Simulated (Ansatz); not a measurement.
# Cu: the cost of one run

Program: Ansatz 0.2.0. Level of theory: DFT PBEsol, scalar-relativistic, plane waves, PAW. These are calculated values, not measurements.

2 further runs of the same task are left out: 2 set aside as unsound or not needed.

## Step 1: Starting point

The structure is cubic, space group Fm-3m (No. 225). The conventional cell has a = 3.563 Å, b = 3.563 Å, c = 3.563 Å, α = 90.00°, β = 90.00°, γ = 90.00°. Around Cu (site symmetry m-3m) lie 12 Cu at 2.52 Å.

Structure file:

```cif
data_structure
_symmetry_space_group_name_H-M 'P 1'
_symmetry_Int_Tables_number 1
_cell_length_a 2.5197
_cell_length_b 2.5197
_cell_length_c 2.5197
_cell_angle_alpha 60.000
_cell_angle_beta 60.000
_cell_angle_gamma 60.000
_cell_volume 11.31
loop_
_atom_site_label
_atom_site_type_symbol
_atom_site_fract_x
_atom_site_fract_y
_atom_site_fract_z
_atom_site_occupancy
Cu1 Cu 0.00000 0.00000 0.00000 1
```

It is the result of an earlier relaxation at this level (volume 11.31 Å³/atom; gap on the mesh: none (metal)).

## Step 2: Building the stripe of 3 rows

A (001) slab of 4 planes in a 6×1 cell, the lower planes held; added atoms sit on lattice sites of the next plane. Energies count from bulk atoms, -6588.7736 eV an atom, and the flat slab, -158121.6926 eV.

The cell holds 27 Cu: a = 15.118 Å, b = 2.520 Å, c = 19.127 Å, α = 90.00°, β = 90.00°, γ = 90.00°.

## Step 3: The relaxation run

Contents of input.yaml:

```yaml
crystal:
  lattice:
    - [15.1181073815, 0.0, 0.0]
    - [0.0, 2.5196845636, 0.0]
    - [0.0, 0.0, 19.1267441655]
  atoms:
    - { symbol: Cu, position: [0.0, 0.0, 0.0784242204] }
    - { symbol: Cu, position: [0.0833333333, 0.5, 0.1715757796] }
    - { symbol: Cu, position: [0.1666666667, 0.0, 0.0784242204] }
    - { symbol: Cu, position: [0.25, 0.5, 0.1715757796] }
    - { symbol: Cu, position: [0.3333333333, 0.0, 0.0784242204] }
    - { symbol: Cu, position: [0.4166666667, 0.5, 0.1715757796] }
    - { symbol: Cu, position: [0.5, 0.0, 0.0784242204] }
    - { symbol: Cu, position: [0.5833333333, 0.5, 0.1715757796] }
    - { symbol: Cu, position: [0.6666666667, 0.0, 0.0784242204] }
    - { symbol: Cu, position: [0.75, 0.5, 0.1715757796] }
    - { symbol: Cu, position: [0.8333333333, 0.0, 0.0784242204] }
    - { symbol: Cu, position: [0.9166666667, 0.5, 0.1715757796] }
    - { symbol: Cu, position: [0.0, 0.0, 0.2647273388] }
    - { symbol: Cu, position: [0.0833333333, 0.5, 0.357878898] }
    - { symbol: Cu, position: [0.1666666667, 0.0, 0.2647273388] }
    - { symbol: Cu, position: [0.25, 0.5, 0.357878898] }
    - { symbol: Cu, position: [0.3333333333, 0.0, 0.2647273388] }
    - { symbol: Cu, position: [0.4166666667, 0.5, 0.357878898] }
    - { symbol: Cu, position: [0.5, 0.0, 0.2647273388] }
    - { symbol: Cu, position: [0.5833333333, 0.5, 0.357878898] }
    - { symbol: Cu, position: [0.6666666667, 0.0, 0.2647273388] }
    - { symbol: Cu, position: [0.75, 0.5, 0.357878898] }
    - { symbol: Cu, position: [0.8333333333, 0.0, 0.2647273388] }
    - { symbol: Cu, position: [0.9166666667, 0.5, 0.357878898] }
    - { symbol: Cu, position: [0.0, 0.0, 0.4510304572] }
    - { symbol: Cu, position: [0.1666666667, 0.0, 0.4510304572] }
    - { symbol: Cu, position: [0.3333333333, 0.0, 0.4510304572] }
basis:
  ecutwfc: 420
kpoints:
  mp_grid: { grid: [3, 14, 1] }
hamiltonian:
  xc: pbesol
scf:
  occupations: { method: gaussian, width: 0.1 }
output:
  forces: true
  eigenvalues: true
  populations: true
  write_density: true
  write_potential: true
  elf: true
  volumetric_format: npy
relax:
  adjacent_minimum: "off"
  f_tol: 0.02
  max_steps: 45
  constraints: [{ sites: [0, 1, 2, 3, 4, 5, 6, 7, 8, 9, 10, 11] }]
efield:
  axis: 3
  dipole_correction: true
  ramp_width: 0.04
```

Run with:

```bash
$ ansatz run input.yaml --threads 4 --pin off --max-ram 11264MiB --backend cpu --events-out ev --progress --plain --runs-dir out
```

Q: Estimate wall time and peak memory on 4 threads of Intel Xeon 6975P-C (Granite Rapids), shared host.

About 6.5 min, with a peak of 5.4 GiB.
